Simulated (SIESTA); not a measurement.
## FeO2: equation of state with PBEsol

FeO2:

```
Fe O
1.0
     4.60941    0.00000    0.00000
     0.00000    4.60941    0.00000
     0.00000    0.00000    2.97711
Fe O
2 4
Direct
  0.50000 0.50000 0.50000
  0.00000 0.00000 0.00000
  0.19054 0.80946 0.50000
  0.69054 0.69054 0.00000
  0.30946 0.30946 0.00000
  0.80946 0.19054 0.50000
```

The cell comes from a database or a generator and needn't be the stable form of this composition.

| Quantity | Value |
| --- | --- |
| Program | SIESTA 5.4.2 |
| Task | equation of state |
| Functional | PBEsol |
| Potentials or basis | PseudoDojo 0.4 standard (PBEsol files) |
| Basis | DZP (energy shift 0.003 Ry; two zetas on semicore shells) |
| Grid cutoff | 800 Ry |
| Energy shift | 0.003 Ry |
| k mesh | 6 × 6 × 9 |
| Occupations | fermi-dirac, width 0.05 eV |
| Spin | collinear spin, ferromagnetic start |
| Starting moments | [3.0, 3.0, 0.0, 0.0, 0.0, 0.0] μB |

```json
{
 "Equilibrium volume": "outside the volumes run"
}
```

Energy against volume, from the lowest point:
```csv
volume (Å³/atom),energy (meV/atom)
9.910,0.00
10.121,23.40
10.331,49.18
10.542,75.73
10.753,103.04
10.964,132.07
11.175,163.06
```

All runs of the series together: 27 min on 1 thread of Arm Neoverse V1 (shared host).

Caveat: short orbitals over semicore shells can move pressures by several GPa; the basis of atomic orbitals isn't converged, which shifts pressures, moduli and gaps.
